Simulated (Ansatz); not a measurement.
# Ho4Pt: the cost of one run

Method: DFT PBE, scalar-relativistic, plane waves, PAW; 4f electrons in the core of a trivalent norm-conserving potential, in Ansatz 0.2.0.

1 further run of the same task is left out (it didn't finish). Runs told in other sessions of the task aren't counted.

## (1) Starting point

The structure is cubic, space group P-43m (No. 215). The conventional cell has a = 5.206 Å, b = 5.206 Å, c = 5.206 Å, α = 90.00°, β = 90.00°, γ = 90.00°. Ho (site symmetry 3m) has 1 Pt at 2.20 Å in its first shell of neighbours. Pt (site symmetry -43m) has 4 Ho at 2.20 Å in its first shell of neighbours.

As a file:

```cif
data_structure
_symmetry_space_group_name_H-M 'P 1'
_symmetry_Int_Tables_number 1
_cell_length_a 5.2059
_cell_length_b 5.2059
_cell_length_c 5.2059
_cell_angle_alpha 90.000
_cell_angle_beta 90.000
_cell_angle_gamma 90.000
_cell_volume 141.09
loop_
_atom_site_label
_atom_site_type_symbol
_atom_site_fract_x
_atom_site_fract_y
_atom_site_fract_z
_atom_site_occupancy
Ho1 Ho 0.24378 0.75622 0.75622 1
Ho2 Ho 0.75622 0.24378 0.75622 1
Ho3 Ho 0.75622 0.75622 0.24378 1
Ho4 Ho 0.24378 0.24378 0.24378 1
Pt1 Pt 0.00000 0.00000 0.00000 1
```

A structure generator made this guess: species swapped into a database cell of SnI4 (P-43m, No. 215), with Pt on the Sn sites and Ho on the I sites. The dimensions are guesses.

## (2) Probe: one point on a coarse mesh

input.yaml reads:

```yaml
crystal:
  lattice:
    - [5.20588626, 0.0, 0.0]
    - [0.0, 5.20588626, 0.0]
    - [0.0, 0.0, 5.20588626]
  atoms:
    - { symbol: Ho, position: [0.24378108, 0.75621892, 0.75621892] }
    - { symbol: Ho, position: [0.75621892, 0.24378108, 0.75621892] }
    - { symbol: Ho, position: [0.75621892, 0.75621892, 0.24378108] }
    - { symbol: Ho, position: [0.24378108, 0.24378108, 0.24378108] }
    - { symbol: Pt, position: [0.0, 0.0, 0.0] }
basis:
  ecutwfc: 690
kpoints:
  mp_grid: { grid: [4, 4, 4] }
hamiltonian:
  xc: pbe
  pseudopotentials:
    kind: paw
    azcp: { Ho: "pseudopotentials/pbe/nc/lanthanide_3plus/Ho.nc.azcp" }
scf:
  occupations: { method: gaussian, width: 0.1 }
  lower_state_search: "off"
output:
  forces: true
  stress: true
  eigenvalues: true
```

Started as:

```bash
ansatz run input.yaml --threads 1 --pin off --max-ram 2560MiB --backend cpu --events-out ev --progress --plain --runs-dir out
```

What time and memory should one allow on 1 thread of Arm Neoverse N1, shared host?

About 16 s, with a peak of 0.39 GiB.
